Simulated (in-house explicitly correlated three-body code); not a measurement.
# Two electrons around a charge of +2.34: exact states and exact Kohn–Sham parts

System: two electrons around a charge of +2.34. A variational three-body run gives its energies and expectation values, then the exact Kohn–Sham parts of the ground state and the errors of common functionals.

The numbers are computed with in-house explicitly correlated three-body code version 1 (two electrons, non-relativistic, variational in exponentially correlated functions), except any that are marked as measured or tabulated.

## (1) The system

| Quantity | Value |
| --- | --- |
| charge of the centre | +2.34 |
| mass of the centre | infinite |
| interactions | Coulomb |
| basis | 260 functions exp(−a r1 − b r2 − g r12) a state, exponent ranges optimised |
| units | hartree and bohr; relativity and QED are left out |

## (2) Input and results

Settings:

```ini
Z = 2.34
interaction_strength = 1.0
functions = 260
states_tried = 13
```

On the command line:

```
$ python run_hyl.py task.json out
```

Main fields of the result record, rounded:

```text
status: converged
states [hartree, bohr]:
  - {"name": "1 1S", "E": -4.167319927635, "change": 5.5e-10, "T": 4.1673199219, "inv_r": 2.028147114, "inv_r12": 1.157088643, "r": 0.766768285, "r2": 0.806230841, "r12": 1.16486773, "r12_2": 1.68964854, "cos": -0.05539892, "p1p2": 0.20293525, "d1": 3.047946, "d12": 0.20343}
  - {"name": "2 3S", "E": -3.032839176779, "change": 2.1e-11, "T": 3.0328391767, "inv_r": 1.367661734, "inv_r12": 0.3349785618, "r": 2.04968484, "r2": 7.2597473, "r12": 3.54645941, "r12_2": 14.5947878, "cos": -0.0147743, "p1p2": 0.010798916, "d1": 2.135741, "d12": 0.0}
  - {"name": "2 1S", "E": -2.990167220987, "change": 1.5e-09, "T": 2.9901672142, "inv_r": 1.347539829, "inv_r12": 0.3261519652, "r": 2.32907083, "r2": 9.66677853, "r12": 4.08451639, "r12_2": 19.4199545, "cos": -0.01507769, "p1p2": 0.013612103, "d1": 2.115852, "d12": 0.019945}
  - {"name": "2 3P", "E": -2.976492489373, "change": 1.1e-09, "T": 2.9764924859, "inv_r": 1.34701649, "inv_r12": 0.3510521989, "r": 2.04352496, "r2": 7.46995699, "r12": 3.54697197, "r12_2": 15.1155647, "cos": -0.0449183, "p1p2": -0.12778257, "d1": 2.01194, "d12": 0.0}
  - {"name": "2 1P", "E": -2.95959628947, "change": 2.6e-10, "T": 2.9595962894, "inv_r": 1.334957971, "inv_r12": 0.3284107271, "r": 2.21772534, "r2": 8.89046612, "r12": 3.85506629, "r12_2": 17.8061344, "cos": 0.0002355916, "p1p2": 0.09690808, "d1": 2.042306, "d12": 0.002248}
  - {"name": "3 3S", "E": -2.856286843595, "change": 2.6e-10, "T": 2.8562868567, "inv_r": 1.252767741, "inv_r12": 0.1503793288, "r": 4.57740015, "r2": 41.4583087, "r12": 8.54823299, "r12_2": 82.9557579, "cos": -0.004152268, "p1p2": 0.0028524246, "d1": 2.064246, "d12": 0.0}
  - {"name": "3 1S", "E": -2.84526634473, "change": 5.6e-09, "T": 2.8452664263, "inv_r": 1.24735729, "inv_r12": 0.1470993476, "r": 5.00549072, "r2": 50.121203, "r12": 9.39924835, "r12_2": 100.283501, "cos": -0.004565894, "p1p2": 0.0038596317, "d1": 2.060548, "d12": 0.0057303}
  - {"name": "3 3P", "E": -2.841881024889, "change": 3.2e-09, "T": 2.8418810527, "inv_r": 1.247238275, "inv_r12": 0.1533130512, "r": 4.77041453, "r2": 46.0188337, "r12": 8.93790464, "r12_2": 92.1003693, "cos": -0.01244394, "p1p2": -0.034711316, "d1": 2.031697, "d12": 0.0}
  - {"name": "3 1P", "E": -2.836684439209, "change": 2.4e-09, "T": 2.8366844407, "inv_r": 1.243682347, "inv_r12": 0.1470645048, "r": 5.03120851, "r2": 51.364969, "r12": 9.44840825, "r12_2": 102.753392, "cos": 0.0002462254, "p1p2": 0.029777776, "d1": 2.040131, "d12": 0.00076843}
  - {"name": "4 3S", "E": -2.80146955972, "change": 7e-09, "T": 2.8014697209, "inv_r": 1.215294079, "inv_r12": 0.08463701068, "r": 8.22437387, "r2": 140.866773, "r12": 15.8259544, "r12_2": 281.756636, "cos": -0.001682973, "p1p2": 0.0011354535, "d1": 2.049139, "d12": 0.0}
  - {"name": "4 1S", "E": -2.797082927415, "change": 1.4e-07, "T": 2.7970742517, "inv_r": 1.213095346, "inv_r12": 0.08312903954, "r": 8.80304685, "r2": 162.164346, "r12": 16.9812579, "r12_2": 324.351783, "cos": -0.001920132, "p1p2": 0.0015911874, "d1": 2.047945, "d12": 0.0023739}
  - {"name": "4 3P", "E": -2.795742292327, "change": 6.1e-09, "T": 2.7957423854, "inv_r": 1.213044943, "inv_r12": 0.0855656558, "r": 8.61638857, "r2": 156.559938, "r12": 16.6114985, "r12_2": 313.152014, "cos": -0.00509058, "p1p2": -0.01407925, "d1": 2.036122, "d12": 0.0}
  - {"name": "4 1P", "E": -2.7935365456, "change": 3.9e-09, "T": 2.7935364267, "inv_r": 1.211555324, "inv_r12": 0.08300594605, "r": 8.96431191, "r2": 169.713337, "r12": 17.3028248, "r12_2": 339.443007, "cos": 0.0001208374, "p1p2": 0.01268308, "d1": 2.039591, "d12": 0.00033962}
threshold [hartree]: -2.7378
transitions:
  - ["1 1S", "2 1P", 1.2077236, 0.4379646]
  - ["1 1S", "3 1P", 1.3306355, 0.1016244]
  - ["1 1S", "4 1P", 1.3737834, 0.03952857]
  - ["2 1S", "2 1P", 0.030570931, 14.62942]
  - ["2 1S", "3 1P", 0.15348278, 1.940127]
  - ["2 1S", "4 1P", 0.19663068, 0.4598479]
  - ["3 1S", "2 1P", -0.11432995, 1.572086]
  - ["3 1S", "3 1P", 0.0085819055, 87.63695]
  - ["3 1S", "4 1P", 0.051729799, 5.719186]
  - ["4 1S", "2 1P", -0.16251336, 0.2073057]
  - ["4 1S", "3 1P", -0.039601512, 9.706141]
  - ["4 1S", "4 1P", 0.0035463818, 291.7543]
  - ["2 3S", "2 3P", 0.056346687, 11.49771]
  - ["2 3S", "3 3P", 0.19095815, 0.9013174]
  - ["2 3S", "4 3P", 0.23709688, 0.2524734]
  - ["3 3S", "2 3P", -0.12020565, 2.019063]
  - ["3 3S", "3 3P", 0.014405819, 74.63557]
  - ["3 3S", "4 3P", 0.060544551, 2.582511]
  - ["4 3S", "2 3P", -0.17502293, 0.2318899]
  - ["4 3S", "3 3P", -0.040411465, 12.76883]
  - ["4 3S", "4 3P", 0.0057272674, 256.8557]
polarisability [au]: {"1 1S": {"alpha": 0.6281586, "c6": 0.454031, "f_sum": 2.000001}}
kohn_sham [hartree]: {"Ts": 4.12930962, "hartree": 2.47559398, "Ex": -1.23779699, "Tc": 0.0380103005, "Uc": -0.0807083477, "Ec": -0.0426980472, "norm": 1.99999995}
hartree_fock [hartree]: [-4.124658553, -1.44298058]
```

«change» is the move of the energy from 170 to 260 functions; states that moved too far are left out. d1 and d12 are the expectation values of δ(r1) and δ(r12).

It took 30 s on 1 thread of Intel Xeon Platinum 8375C at 2.90GHz (Ice Lake), shared host.

## (3) The bound states

Binding counts from the one-electron threshold at -2.737800 hartree:

| state | binding (eV) | excitation (eV) | quantum defect | ⟨r⟩ | ⟨r12⟩ (bohr) | ⟨cos θ12⟩ |
| --- | --- | --- | --- | --- | --- | --- |
| 1 ¹S | 38.8992 | 0 | 0.208 | 0.7668 | 1.165 | -0.0554 |
| 2 ³S | 8.02842 | 30.8708 | 0.256 | 2.050 | 3.546 | -0.0148 |
| 2 ¹S | 6.86726 | 32.0320 | 0.114 | 2.329 | 4.085 | -0.0151 |
| 2 ³P | 6.49515 | 32.4041 | 0.061 | 2.044 | 3.547 | -0.0449 |
| 2 ¹P | 6.03538 | 32.8638 | -0.012 | 2.218 | 3.855 | 0.0002 |
| 3 ³S | 3.22419 | 35.6750 | 0.247 | 4.577 | 8.548 | -0.0042 |
| 3 ¹S | 2.92431 | 35.9749 | 0.110 | 5.005 | 9.399 | -0.0046 |
| 3 ³P | 2.83219 | 36.0670 | 0.063 | 4.770 | 8.938 | -0.0124 |
| 3 ¹P | 2.69078 | 36.2084 | -0.013 | 5.031 | 9.448 | 0.0002 |
| 4 ³S | 1.73254 | 37.1667 | 0.245 | 8.224 | 15.83 | -0.0017 |
| 4 ¹S | 1.61317 | 37.2860 | 0.108 | 8.803 | 16.98 | -0.0019 |
| 4 ³P | 1.57669 | 37.3225 | 0.064 | 8.616 | 16.61 | -0.0051 |
| 4 ¹P | 1.51667 | 37.3826 | -0.013 | 8.964 | 17.30 | 0.0001 |

## (4) Electric-dipole lines

Oscillator strengths from the S state (negative where P lies lower) and rates of the upper state's decay:

```csv
S,P,E(P) − E(S) (eV),f,rate (1/s)
1 ¹S,2 ¹P,32.864,0.3526,5.509e+09
1 ¹S,3 ¹P,36.208,0.09015,1.710e+09
1 ¹S,4 ¹P,37.383,0.03620,7.318e+08
2 ¹S,2 ¹P,0.83188,0.2982,2.984e+06
2 ¹S,3 ¹P,4.1765,0.1985,5.008e+07
2 ¹S,4 ¹P,5.3506,0.06028,2.496e+07
3 ¹S,2 ¹P,-3.1111,-0.1198,5.032e+07
3 ¹S,3 ¹P,0.23353,0.5014,3.955e+05
3 ¹S,4 ¹P,1.4076,0.1972,5.653e+06
4 ¹S,2 ¹P,-4.4222,-0.02246,1.906e+07
4 ¹S,3 ¹P,-1.0776,-0.2563,1.291e+07
4 ¹S,4 ¹P,0.096502,0.6898,9.291e+04
2 ³S,2 ³P,1.5333,0.4319,1.469e+07
2 ³S,3 ³P,5.1962,0.1147,4.481e+07
2 ³S,4 ³P,6.4517,0.03991,2.403e+07
3 ³S,2 ³P,-3.2710,-0.1618,7.512e+07
3 ³S,3 ³P,0.39200,0.7168,1.593e+06
3 ³S,4 ³P,1.6475,0.1042,4.092e+06
4 ³S,2 ³P,-4.7626,-0.02706,2.663e+07
4 ³S,3 ³P,-1.0997,-0.3440,1.805e+07
4 ³S,4 ³P,0.15585,0.9807,3.445e+05
```

## (5) The exact density, inverted

With two electrons in one orbital the density fixes the Kohn–Sham potential directly; exchange is minus half the Hartree term. On a radial grid:

```
r (bohr)    4πr²n      v_x     v_c  pair density 4πr12²h  Coulomb hole
  0.0938   0.4363   -1.983  -0.044               0.02388       -0.0118
   0.128   0.6949   -1.950  -0.035               0.04475       -0.0201
   0.174    1.042   -1.897  -0.023               0.08243       -0.0328
   0.237    1.459   -1.814  -0.008                0.1493       -0.0501
   0.323    1.857   -1.693   0.008                0.2605       -0.0684
   0.441    2.087   -1.527   0.022                0.4251       -0.0770
     0.6    1.992   -1.322   0.027                0.6164       -0.0598
   0.818    1.541   -1.090   0.023                0.7513       -0.0125
    1.11   0.9146  -0.8605   0.013                0.7062        0.0342
    1.52   0.3690  -0.6496   0.005                0.4509        0.0391
    2.07  0.09223  -0.4820   0.001                0.1698        0.0134
```

The last two columns are read against r12, and the hole is the exact less the Kohn–Sham pair density.

## (6) Functionals against the exact answer

Errors in millihartree. The functional-driven error is that on the exact density; the rest comes from the functional's own density. Hybrids were run self-consistently alone, so they have no split; a dash in a self-consistent column means that the top level came out unbound:

| functional | exchange | correlation | functional-driven | density-driven | total, self-consistent | top level + binding (eV) |
| --- | --- | --- | --- | --- | --- | --- |
| LDA VWN5 | +171.8 | -78.8 | +93.0 | -1.8 | +91.2 | +11.43 |
| LDA PW92 | +171.8 | -78.3 | +93.5 | -1.8 | +91.7 | +11.44 |
| PBE | +16.4 | -0.4 | +15.9 | -1.0 | +14.9 | +11.01 |
| PBEsol | +71.1 | -11.5 | +59.6 | -1.1 | +58.6 | +11.37 |
| BLYP | +1.9 | -2.8 | -0.9 | -1.4 | -2.3 | +10.80 |
| RPBE | -4.9 | -0.4 | -5.3 | -1.1 | -6.4 | +10.92 |
| PW91 | +12.6 | -5.0 | +7.6 | -1.1 | +6.5 | +10.87 |
| BP86 | +1.9 | -1.4 | +0.5 | -0.7 | -0.2 | +10.88 |
| OLYP | +0.8 | -2.8 | -2.0 | -1.4 | -3.4 | +10.90 |
| AM05 | +131.8 | -62.7 | +69.1 | -1.2 | +67.9 | +11.49 |
| TPSS | -4.6 | -1.5 | -6.0 | -0.3 | -6.3 | +10.30 |
| revTPSS | -4.0 | -4.4 | -8.4 | -0.2 | -8.6 | +10.10 |
| SCAN | -4.9 | +3.8 | -1.2 | -0.3 | -1.4 | +9.99 |
| r2SCAN | -4.9 | +3.8 | -1.2 | -0.3 | -1.4 | +9.99 |
| M06-L | -14.5 | +0.8 | -13.7 | -2.3 | -16.0 | +9.90 |
| PBE0 | – | – | – | – | +11.4 | +8.00 |
| B3LYP (VWN-RPA) | – | – | – | – | -10.1 | +8.28 |
| HSE06 | – | – | – | – | +9.9 | +8.40 |
| ωB97X | – | – | – | – | -1.4 | +5.45 |
| r2SCAN0 | – | – | – | – | 0.0 | +7.27 |

## (7) What came out

```
                          quantity                                value
               ground-state energy                  -4.16731993 hartree
    binding of the second electron                            38.899 eV
                  ⟨r12⟩, ⟨cos θ12⟩                  1.165 bohr, -0.0554
          resonance line 1 ¹S–2 ¹P                32.864 eV, f = 0.3526
polarisability of the ground state                        0.62816 bohr³
            Ts, Ex, Ec (Kohn–Sham)  4.12931, -1.23780, -0.04270 hartree
           exact less Hartree–Fock                     -0.04266 hartree
```

The second electron is bound by 38.90 eV, and the mean cosine of -0.055 shows the electrons leaning only slightly to opposite sides. The virial ratio −T/E is 1.0000000, where an exact Coulomb state gives 1. Exchange puts 2 ³S 1.16 eV under 2 ¹S. On the exact density BP86 errs least (+0.5 millihartree) and LDA PW92 most (+93.5). Self-consistent top levels of the semilocal functionals lie +9.9 to +11.5 eV from minus the binding energy, the exact Kohn–Sham level.
